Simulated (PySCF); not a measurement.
# Sn³⁺: dipole response in aug-cc-pwCVTZ-PP with ECP28

Aim: the static polarisability and the C₆ coefficient of Sn³⁺, method by method.

Program: PySCF 2.14.0. Level of theory: unrestricted determinants in a Gaussian basis, no spin-orbit coupling in the energies. These are calculated values, not measurements, unless marked.

## 1. The atom as given

* Element: tin (Z = 50)
* Basis: aug-cc-pwCVTZ-PP with ECP28MDF
* Hamiltonian: scalar relativity through the core potential
* State 1: Sn³⁺: [Kr] 4d10 5s1, 2S determinant
* Methods: wB97X

Outer shells as boxes (Hund's rule):

Sn3+ [Kr] 4d10 5s1
```
[Kr] core
4d [↑↓][↑↓][↑↓][↑↓][↑↓]
5s [↑ ]
```

The runs were made by one driver on top of PySCF. The scripts below sum up each run's settings (the driver also hands on starting orbitals that pick excited configurations, and frozen orbitals as a list rather than a count), and the logs come from the driver's own runs. The driver starts from symmetry-adapted Hartree-Fock orbitals, holds the occupation by maximum overlap and uses a logarithmic radial grid for functionals, so a plain start would take other cycles.

The integrals over 96 functions and the set-up took 0.8 s of CPU time.

## 2. Sn³⁺: wB97X

wB97X:

File input.py:

```python
from pyscf import gto, scf, dft, mp, cc
import basis_set_exchange as bse
txt = bse.get_basis("aug-cc-pwCVTZ-PP", elements=["Sn"], fmt="nwchem", header=False)
cut = txt.index("\nECP")
mol = gto.M(atom="Sn 0 0 0", charge=3, spin=1, symmetry="D2h",
            basis=gto.basis.parse(txt[:cut]),
            ecp={"Sn": gto.basis.parse_ecp(txt[cut:])})
mf = dft.UKS(mol, xc="WB97X")
mf.irrep_nelec = {'Ag': (4, 3), 'B1g': (1, 1), 'B2g': (1, 1), 'B3g': (1, 1), 'B1u': (1, 1), 'B2u': (1, 1), 'B3u': (1, 1)}
mf.kernel()
```

What it wrote:

```text
damping factor = 0
level_shift factor = 0
DIIS = <class 'pyscf.scf.diis.CDIIS'>
diis_start_cycle = 1
diis_space = 10
diis_damp = 0
SCF conv_tol = 1e-09
SCF conv_tol_grad = None
number electrons alpha = 10  beta = 9
XC functionals = WB97X
    J.-D. Chai and M. Head-Gordon.,  J. Chem. Phys. 128, 084106 (2008)
cycle= 1 E= -212.383743794675  delta_E= -0.00509  |g|= 0.02  |ddm|= 0.582
cycle= 2 E= -212.383929886907  delta_E= -0.000186  |g|= 0.00726  |ddm|= 0.147
cycle= 3 E= -212.383944203995  delta_E= -1.43e-05  |g|= 0.00332  |ddm|= 0.0272
cycle= 4 E= -212.383946746767  delta_E= -2.54e-06  |g|= 0.000108  |ddm|= 0.0168
cycle= 5 E= -212.383946756321  delta_E= -9.55e-09  |g|= 6.7e-06  |ddm|= 0.000951
cycle= 6 E= -212.383946756343  delta_E= -2.22e-11  |g|= 7.59e-07  |ddm|= 4.71e-05
converged SCF energy = -212.383946756343  <S^2> = 0.75014354  2S+1 = 2.0001435
```

It used 9.4 s of CPU time after the integrals (shared host).

The occupied shells:

```csv
shell,electrons,mean orbital energy (eV),spread (eV),rms radius (bohr)
4s α,1,-171.02,0,0.876
4s β,1,-170.84,0,0.876
4p α,3,-126.03,0,0.951
4p β,3,-125.89,0,0.951
4d α,5,-60.097,0,1.17
4d β,5,-59.919,0,1.17
5s α,1,-39.644,0,2.23
```

⟨S²⟩ = 0.750, ⟨L²⟩ = 0.00.

The driver then solved the coupled dipole response at imaginary frequencies: mean α = 9.340 bohr³, C₆ = 37.13 au for a like pair.

Energies and moments cover only the electrons outside the core potential.

Radial density 4πr²ρ of Sn³⁺ at wB97X, the electrons outside the core potential:

```csv
r (bohr),density,spin density
0.00444,1.37e-05,0.000
0.00747,3.60e-05,0.000
0.0126,8.47e-05,0.000
0.0211,0.000167,0.000
0.0356,0.000296,0.000
0.0598,0.000574,0.000
0.101,0.00279,0.000
0.169,0.0317,0.000
0.285,0.548,0.005
0.479,8.03,0.098
0.805,23.0,0.046
1.35,8.45,0.318
2.28,1.07,0.552
3.83,0.0428,0.040
6.45,0.000150,0.000
```

## 3. The response side by side

Sn³⁺, in atomic units:

```csv
method,mean α,C₆ (like pair),S(−4)
wB97X,9.340,37.13,58.20
```

α(iu) at wB97X:

```csv
u (hartree),α(iu) (bohr³)
0,9.340
0.0500,9.197
0.100,8.803
0.200,7.595
0.300,6.344
0.500,4.561
0.750,3.372
1.00,2.704
1.50,1.941
2.00,1.488
3.00,0.9532
5.00,0.4730
```

## 4. Outcome

| quantity | value |
| --- | --- |
| α of Sn³⁺ | 9.340 (wB97X) bohr³ |

What this shows: A single London oscillator with the computed α and C₆ of Sn³⁺ at wB97X would have ω = 4 C₆ / (3 α²) = 0.568 hartree. The basis is finite, and no extrapolation was made.
